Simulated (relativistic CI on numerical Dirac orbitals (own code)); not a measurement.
# Hg⁴⁺: one ion under different settings

How much do the settings matter for Hg⁴⁺? One ion, several inputs.

The numbers are computed with relativistic CI on numerical Dirac orbitals (own code) version 3 (Dirac-Coulomb-Breit CI, KLI orbitals optimised for each configuration, model QED (radiative potential, 1s self-energy scaled to tabulated hydrogen-like ionisation energies), numerical settings as typed), except any that are marked as measured or tabulated.

### Step 1. The atom as given

* ion: Hg⁴⁺ (Hg V)
* nuclear charge: 80
* electrons: 76
* isotope: A = 202

### Step 2. Usual settings

The run's settings:

```ini
atom Hg  Z=80  charge=4  electrons=76
nucleus A=202  rms_radius_fm=5.4648
hamiltonian dirac-coulomb  breit=on  qed=on  c_scale=1
orbitals kli  potential=per-configuration
slater_scale 1
correlation none
mixing on
grid step=0.0125 r_max=51.9
scf mixing=0.4 start=green max_iterations=150 tolerance=2e-08 node_fill=0.05
configurations
  [Xe] 4f14 5d8
  [Xe] 4f14 5d7 6s
end
```

On the command line:

```sh
> python run_levels.py task.json out
```

One command runs all members of the session, one after another, from task.json.

### Step 3. Speed-of-light factor 1.25

The settings differ from step 2 so:

```diff
@@ -2,3 +2,3 @@
 nucleus A=202  rms_radius_fm=5.4648
-hamiltonian dirac-coulomb  breit=on  qed=on  c_scale=1
+hamiltonian dirac-coulomb  breit=on  qed=on  c_scale=1.25
 orbitals kli  potential=per-configuration
```

### Step 4. Potential mixing 0.05

The run's settings:

```ini
atom Hg  Z=80  charge=4  electrons=76
nucleus A=202  rms_radius_fm=5.4648
hamiltonian dirac-coulomb  breit=on  qed=on  c_scale=1
orbitals kli  potential=per-configuration
slater_scale 1
correlation none
mixing on
grid step=0.0125 r_max=51.9
scf mixing=0.05 start=green max_iterations=150 tolerance=2e-08 node_fill=0.05
configurations
  [Xe] 4f14 5d8
  [Xe] 4f14 5d7 6s
end
```

### Step 5. Speed-of-light factor 2

The run's settings:

```ini
atom Hg  Z=80  charge=4  electrons=76
nucleus A=202  rms_radius_fm=5.4648
hamiltonian dirac-coulomb  breit=on  qed=on  c_scale=2
orbitals kli  potential=per-configuration
slater_scale 1
correlation none
mixing on
grid step=0.0125 r_max=51.9
scf mixing=0.4 start=green max_iterations=150 tolerance=2e-08 node_fill=0.05
configurations
  [Xe] 4f14 5d8
  [Xe] 4f14 5d7 6s
end
```

### Step 6. Breit term off, start potential bare

The run's settings:

```ini
atom Hg  Z=80  charge=4  electrons=76
nucleus A=202  rms_radius_fm=5.4648
hamiltonian dirac-coulomb  breit=off  qed=on  c_scale=1
orbitals kli  potential=per-configuration
slater_scale 1
correlation none
mixing on
grid step=0.0125 r_max=51.9
scf mixing=0.4 start=bare max_iterations=150 tolerance=2e-08 node_fill=0.05
configurations
  [Xe] 4f14 5d8
  [Xe] 4f14 5d7 6s
end
```

### Step 7. Potential mixing 0.001

The run's settings:

```ini
atom Hg  Z=80  charge=4  electrons=76
nucleus A=202  rms_radius_fm=5.4648
hamiltonian dirac-coulomb  breit=on  qed=on  c_scale=1
orbitals kli  potential=per-configuration
slater_scale 1
correlation none
mixing on
grid step=0.0125 r_max=51.9
scf mixing=0.001 start=green max_iterations=65 tolerance=2e-08 node_fill=0.05
configurations
  [Xe] 4f14 5d8
  [Xe] 4f14 5d7 6s
end
```

### Step 8. Node fill 5

The settings differ from step 7 so:

```diff
@@ -8,3 +8,3 @@
 grid step=0.0125 r_max=51.9
-scf mixing=0.001 start=green max_iterations=65 tolerance=2e-08 node_fill=0.05
+scf mixing=0.4 start=green max_iterations=76 tolerance=2e-08 node_fill=5
 configurations
```

(Steps that only read results are left out.)

What does the calculation give? Wanted: lowest level, usual settings; total energy; first excitation.

The runs gave:

| setting | total energy less usual (Ha) | largest shift of a level among the lowest eight of both runs, same label and place (cm⁻¹) | SCF iterations | time | lowest level | kind of change |
| --- | --- | --- | --- | --- | --- | --- |
| usual | 0 | 0 | 25 | 0.34 s | 5d8 3F4 | - |
| speed-of-light factor 1.25 | 489 | 9060 | 25 | 0.39 s | 5d8 3F4 | unphysical constant |
| potential mixing 0.05 | 0 | 0 | 35 | 0.47 s | 5d8 3F4 | numerical |
| speed-of-light factor 2 | 947 | 10700 | 24 | 0.33 s | 5d8 3F4 | unphysical constant |
| Breit term off, start potential bare | -22.6 | 683 | 36 | 0.44 s | 5d8 3F4 | model term |
| potential mixing 0.001 | 0 | 0 | 42 | 0.47 s | 5d8 3F4 | extreme, harmless here |
| node fill 5 | 0.974 | 4620 | 26 | 0.34 s | 5d8 3F4 | unsound |

```
                    quantity           value
lowest level, usual settings         5d8 3F4
                total energy  -19606.7861 Ha
            first excitation     9353.3 cm⁻¹
```

**Reading.** Among the runs whose levels can be followed, they move most under «speed-of-light factor 2» (unphysical constant), by up to 10700 cm⁻¹. No visible change in the result comes from «potential mixing 0.05» or «potential mixing 0.001». «Potential mixing 0.001» costs 42 SCF iterations against 25. Only the listed configurations are in the model.
